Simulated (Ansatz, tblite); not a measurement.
# Spiro-OMeTAD half (C₅₃H₄₂N₂O₄): a ladder of methods and basis sets

One table from this session's results is given with a row withheld; the runs are named, their logs left out.

Computed with Ansatz 0.2.0, Gaussian basis. Level: as each input shows.

Plan: GFN1-xTB, GFN2-xTB, PBE-D4/def2-SVP, r2SCAN-D4/def2-SVP, BHLYP-D4/def2-SVP, PBE0-D4/def2-TZVP, PBE-D4/def2-TZVP, HF/6-31G, B3LYP-D4/6-31G, MP2/def2-SVP.

1 further run of the same task is left out (set aside as unsound or not needed).

**The structure**

The singlet was relaxed beforehand with PBE-D4/def2-SVP.

SMILES `COc1ccc(N(c2ccc(OC)cc2)c2ccc3c(c2)C2(c4ccccc4-c4ccccc42)c2cc(N(c4ccc(OC)cc4)c4ccc(OC)cc4)ccc2-3)cc1`, 101 atoms, charge 0, spin multiplicity 1.

Bond lengths: C1–O2 1.412 Å, C1–H60 1.106 Å, C1–H61 1.114 Å, C1–H62 1.114 Å, O2–C3 1.365 Å, C3–C4 1.412 Å, C3–C59 1.409 Å, C4–C5 1.394 Å, C4–H63 1.100 Å, C5–C6 1.415 Å, C5–H64 1.099 Å, C6–N7 1.420 Å, C6–C58 1.408 Å, N7–C8 1.420 Å, N7–C16 1.412 Å, C8–C9 1.408 Å, C8–C15 1.415 Å, C9–C10 1.403 Å and more. Angles: O2–C1–H60 106.6°, O2–C1–H61 112.1°, O2–C1–H62 112.0°, H60–C1–H61 108.8°, H60–C1–H62 108.8°, H61–C1–H62 108.4°, C1–O2–C3 118.1°, O2–C3–C4 116.2°, O2–C3–C59 124.8°, C4–C3–C59 119.0°, C3–C4–C5 120.6°, C3–C4–H63 118.4°, C5–C4–H63 121.0°, C4–C5–C6 120.8°, C4–C5–H64 119.7°, C6–C5–H64 119.5°, C5–C6–N7 120.9°, C5–C6–C58 118.3° and more.

PBE0-D4/def2-SVP was run before; its log isn't repeated, and its numbers join the tables.

Set-up of the first run:

Tight binding, by tblite at 300 K electronic temperature and without a spin-polarisation term:

```python
tblite.interface.Calculator('GFN1-xTB', numbers, positions, charge=0, uhf=0).singlepoint()
```

Tight binding, by tblite at 300 K electronic temperature and without a spin-polarisation term:

```python
tblite.interface.Calculator('GFN2-xTB', numbers, positions, charge=0, uhf=0).singlepoint()
```

start.molden holds the orbitals of an earlier run on this state, given as this run's starting guess.

File in.yaml:

```yaml
crystal:
  periodic: [false, false, false]
  atoms:
    - {symbol: C, position_ang: [-7.779697, -2.815929, -3.831564]}
    - {symbol: O, position_ang: [-6.708390, -1.901782, -3.935405]}
    - {symbol: C, position_ang: [-6.272872, -1.288392, -2.796698]}
    - {symbol: C, position_ang: [-5.207731, -0.374402, -2.949835]}
    - {symbol: C, position_ang: [-4.700938, 0.316413, -1.850450]}
    - {symbol: C, position_ang: [-5.222754, 0.096627, -0.553175]}
    - {symbol: N, position_ang: [-4.704302, 0.795749, 0.568678]}
    - {symbol: C, position_ang: [-5.593740, 1.276371, 1.565188]}
    - {symbol: C, position_ang: [-6.810259, 1.892230, 1.212757]}
    - {symbol: C, position_ang: [-7.705550, 2.343491, 2.193608]}
    - {symbol: C, position_ang: [-7.383117, 2.206205, 3.559345]}
    - {symbol: O, position_ang: [-8.176855, 2.615420, 4.590825]}
    - {symbol: C, position_ang: [-9.420686, 3.211411, 4.279508]}
    - {symbol: C, position_ang: [-6.157821, 1.602481, 3.918256]}
    - {symbol: C, position_ang: [-5.283118, 1.135023, 2.938164]}
    - {symbol: C, position_ang: [-3.317276, 1.036677, 0.674576]}
    - {symbol: C, position_ang: [-2.833186, 2.251663, 1.223485]}
    - {symbol: C, position_ang: [-1.460508, 2.517370, 1.296580]}
    - {symbol: C, position_ang: [-0.542343, 1.573213, 0.803660]}
    - {symbol: C, position_ang: [-1.031824, 0.354456, 0.268188]}
    - {symbol: C, position_ang: [-2.390319, 0.071357, 0.208366]}
    - {symbol: C, position_ang: [0.122518, -0.517025, -0.223890]}
    - {symbol: C, position_ang: [0.212763, -1.886251, 0.445126]}
    - {symbol: C, position_ang: [0.369902, -2.179424, 1.801289]}
    - {symbol: C, position_ang: [0.458665, -3.526940, 2.195057]}
    - {symbol: C, position_ang: [0.391643, -4.558515, 1.239120]}
    - {symbol: C, position_ang: [0.234319, -4.263805, -0.124761]}
    - {symbol: C, position_ang: [0.146043, -2.919192, -0.521433]}
    - {symbol: C, position_ang: [-0.007697, -2.306667, -1.848195]}
    - {symbol: C, position_ang: [-0.142954, -2.878695, -3.123873]}
    - {symbol: C, position_ang: [-0.288118, -2.031203, -4.233842]}
    - {symbol: C, position_ang: [-0.295920, -0.632306, -4.074729]}
    - {symbol: C, position_ang: [-0.159394, -0.056173, -2.798882]}
    - {symbol: C, position_ang: [-0.015001, -0.898783, -1.694728]}
    - {symbol: C, position_ang: [1.330400, 0.362815, 0.094384]}
    - {symbol: C, position_ang: [2.670024, 0.069961, -0.124602]}
    - {symbol: C, position_ang: [3.656391, 0.997379, 0.293535]}
    - {symbol: N, position_ang: [5.025870, 0.690201, 0.136668]}
    - {symbol: C, position_ang: [5.473876, -0.646411, 0.308506]}
    - {symbol: C, position_ang: [4.944159, -1.461164, 1.328726]}
    - {symbol: C, position_ang: [5.360564, -2.790377, 1.486014]}
    - {symbol: C, position_ang: [6.349700, -3.325001, 0.635919]}
    - {symbol: O, position_ang: [6.830798, -4.600048, 0.708853]}
    - {symbol: C, position_ang: [6.309770, -5.450727, 1.709156]}
    - {symbol: C, position_ang: [6.898948, -2.507384, -0.375472]}
    - {symbol: C, position_ang: [6.459629, -1.194521, -0.544952]}
    - {symbol: C, position_ang: [5.962690, 1.707348, -0.180003]}
    - {symbol: C, position_ang: [7.225888, 1.749263, 0.456343]}
    - {symbol: C, position_ang: [8.155613, 2.735985, 0.130557]}
    - {symbol: C, position_ang: [7.846290, 3.727365, -0.826546]}
    - {symbol: O, position_ang: [8.819514, 4.652852, -1.069510]}
    - {symbol: C, position_ang: [8.564327, 5.650593, -2.037164]}
    - {symbol: C, position_ang: [6.585031, 3.702127, -1.456441]}
    - {symbol: C, position_ang: [5.663314, 2.692810, -1.141297]}
    - {symbol: C, position_ang: [3.249265, 2.216743, 0.892534]}
    - {symbol: C, position_ang: [1.894306, 2.510079, 1.089279]}
    - {symbol: C, position_ang: [0.917206, 1.575375, 0.702681]}
    - {symbol: C, position_ang: [-6.275771, -0.826659, -0.404575]}
    - {symbol: C, position_ang: [-6.808747, -1.504541, -1.511185]}
    - {symbol: H, position_ang: [-7.979927, -3.185214, -4.855128]}
    - {symbol: H, position_ang: [-7.528444, -3.683705, -3.179217]}
    - {symbol: H, position_ang: [-8.703428, -2.334106, -3.435788]}
    - {symbol: H, position_ang: [-4.798649, -0.212181, -3.957734]}
    - {symbol: H, position_ang: [-3.879384, 1.033575, -1.989708]}
    - {symbol: H, position_ang: [-7.063988, 2.011012, 0.148948]}
    - {symbol: H, position_ang: [-8.646631, 2.814428, 1.877983]}
    - {symbol: H, position_ang: [-9.299536, 4.151695, 3.693743]}
    - {symbol: H, position_ang: [-10.082320, 2.521278, 3.706053]}
    - {symbol: H, position_ang: [-9.904811, 3.452043, 5.244874]}
    - {symbol: H, position_ang: [-5.923282, 1.494282, 4.987659]}
    - {symbol: H, position_ang: [-4.339084, 0.651020, 3.229323]}
    - {symbol: H, position_ang: [-3.556217, 2.998323, 1.581795]}
    - {symbol: H, position_ang: [-1.112644, 3.473714, 1.716887]}
    - {symbol: H, position_ang: [-2.747832, -0.880488, -0.210022]}
    - {symbol: H, position_ang: [0.423888, -1.368616, 2.544096]}
    - {symbol: H, position_ang: [0.580001, -3.777984, 3.260307]}
    - {symbol: H, position_ang: [0.461410, -5.607802, 1.565395]}
    - {symbol: H, position_ang: [0.183771, -5.073800, -0.868654]}
    - {symbol: H, position_ang: [-0.138911, -3.971957, -3.253395]}
    - {symbol: H, position_ang: [-0.397066, -2.464535, -5.240014]}
    - {symbol: H, position_ang: [-0.411296, 0.015572, -4.957501]}
    - {symbol: H, position_ang: [-0.167969, 1.036994, -2.668520]}
    - {symbol: H, position_ang: [2.967991, -0.876179, -0.598731]}
    - {symbol: H, position_ang: [4.177427, -1.053201, 2.002975]}
    - {symbol: H, position_ang: [4.909329, -3.395529, 2.283746]}
    - {symbol: H, position_ang: [6.826971, -6.422283, 1.597640]}
    - {symbol: H, position_ang: [6.501144, -5.057163, 2.733809]}
    - {symbol: H, position_ang: [5.213219, -5.610293, 1.592449]}
    - {symbol: H, position_ang: [7.665659, -2.938787, -1.035532]}
    - {symbol: H, position_ang: [6.882539, -0.574491, -1.348708]}
    - {symbol: H, position_ang: [7.474235, 0.988456, 1.211232]}
    - {symbol: H, position_ang: [9.140764, 2.772237, 0.619459]}
    - {symbol: H, position_ang: [7.694584, 6.290626, -1.759977]}
    - {symbol: H, position_ang: [8.374291, 5.215558, -3.045382]}
    - {symbol: H, position_ang: [9.471781, 6.282494, -2.085089]}
    - {symbol: H, position_ang: [6.312165, 4.453923, -2.210014]}
    - {symbol: H, position_ang: [4.687452, 2.670348, -1.649315]}
    - {symbol: H, position_ang: [4.018509, 2.931875, 1.217497]}
    - {symbol: H, position_ang: [1.606383, 3.459344, 1.567124]}
    - {symbol: H, position_ang: [-6.691353, -1.012613, 0.596467]}
    - {symbol: H, position_ang: [-7.633284, -2.212654, -1.352785]}
basis:
  gaussian: {orbitals: def2-SVP, fitting: {mean_field: def2-universal-jkfit}, initial_orbitals: start.molden}
hamiltonian: {xc: pbe, dispersion: d4}
scf: {omitted_lower_state_checks: [starts]}
output: {forces: true, orbitals: {seedname: orbitals}}
```

Started as:

```
> ansatz run in.yaml --threads 10 --pin off --events-out ev --progress --plain --max-ram 110592MiB --backend cuda --devices 0, --max-vram 75GiB
```

Among the steps run: PBE-D4/def2-SVP; r2SCAN-D4/def2-SVP; BHLYP-D4/def2-SVP; PBE0-D4/def2-TZVP; PBE-D4/def2-TZVP; HF/6-31G; B3LYP-D4/6-31G; MP2/def2-SVP.

One of the session's tables, all rows but one given; the rest of the session is left out.

It belongs to the step «Binding energy». 

| level | binding an atom (eV) |
| --- | --- |
| HF/6-31G | ? |
| HF/def2-SVP | 3.836 |
| PBE-D4/def2-SVP | 5.487 |
| PBE-D4/def2-TZVP | 5.396 |
| r2SCAN-D4/def2-SVP | 5.294 |
| B3LYP-D4/6-31G | 5.068 |
| PBE0-D4/def2-SVP | 5.363 |
| PBE0-D4/def2-TZVP | 5.270 |
| BHLYP-D4/def2-SVP | 5.079 |
| MP2/def2-SVP | 5.130 |

**Question.** Estimate the row for HF/6-31G.

As computed: binding an atom (eV): 3.526. In the column «binding an atom (eV)» it is the lowest.

To keep in mind: Free atoms were run apart at each level; binding is atoms less cluster, divided by the number of atoms, without zero-point or spin-orbit terms.
